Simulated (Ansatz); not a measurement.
**Tantalum pentafluoride (TaF5): basis-set convergence**

Aim: see how fast density functionals converge with the basis set for tantalum pentafluoride (TaF5).

Program: Ansatz 0.2.0, Gaussian basis. Level of theory: one geometry, several basis sets. These are calculated values, not measurements.

Levels to be run: PBE0-D4/def2-SVP; ωB97M-V/def2-SVP; PBE0-D4/def2-QZVPP; ωB97M-V/def2-QZVPP; the functionals' def2-TZVPP values are taken from earlier runs.

## 1. The geometry

An earlier PBE0-D4 in a triple-zeta def2 set relaxation fixed the geometry. Ta takes the def2 core potential; no spin-orbit term is included.

6 atoms, charge 0, spin multiplicity 1.

Atoms are counted from 1 here; the program's logs count them from 0.

Bond lengths: F1–Ta2 1.876 Å, Ta2–F3 1.846 Å, Ta2–F4 1.846 Å, Ta2–F5 1.876 Å, Ta2–F6 1.846 Å. Angles: F1–Ta2–F3 90.0°, F1–Ta2–F4 90.0°, F1–Ta2–F5 180.0°, F1–Ta2–F6 90.0°, F3–Ta2–F4 120.0°, F3–Ta2–F5 90.0°, F3–Ta2–F6 120.0°, F4–Ta2–F5 90.0°, F4–Ta2–F6 120.0°, F5–Ta2–F6 90.0°.

As a file:

```xyz
6
charge 0, multiplicity 1
F    -0.95212   -1.34529    0.89612
Ta    0.00704   -0.01069   -0.00771
F     1.58462   -0.89619    0.35975
F    -0.92448   -0.38889   -1.55587
F     0.96698    1.32396   -0.91064
F    -0.63994    1.25309    1.17214
```

## 2. PBE0-D4 in def2-SVP

Contents of in.yaml:

```yaml
crystal:
  periodic: [false, false, false]
  atoms:
    - {symbol: F, position_ang: [-0.952121, -1.345289, 0.896124]}
    - {symbol: Ta, position_ang: [0.007044, -0.010688, -0.007706]}
    - {symbol: F, position_ang: [1.584619, -0.896188, 0.359753]}
    - {symbol: F, position_ang: [-0.924478, -0.388886, -1.555874]}
    - {symbol: F, position_ang: [0.966976, 1.323963, -0.910642]}
    - {symbol: F, position_ang: [-0.639939, 1.253088, 1.172145]}
basis:
  gaussian: {orbitals: def2-SVP}
hamiltonian: {xc: pbe0, dispersion: d4}
output: {orbitals: {seedname: orbitals}}
```

Run with:

```bash
> ansatz run in.yaml --threads 4 --pin off --events-out ev --progress --plain --max-ram 10444MiB
```

The runs that follow: ωB97M-V in def2-SVP; PBE0-D4 in def2-QZVPP; ωB97M-V in def2-QZVPP.

Before running them: what should the planned runs give, taken together? Wanted: PBE0-D4: double and triple zeta above quadruple; ωB97M-V: double and triple zeta above quadruple.

The runs gave:

| quantity | value |
| --- | --- |
| PBE0-D4: double and triple zeta above quadruple | 18.18, 0.74 eV |
| ωB97M-V: double and triple zeta above quadruple | 18.47, 0.69 eV |

What this shows: For PBE0-D4 the step from double to triple zeta gains 17.44 eV and the next only 0.74 eV. Total energies overstate the basis error of differences, where much of it tends to cancel.
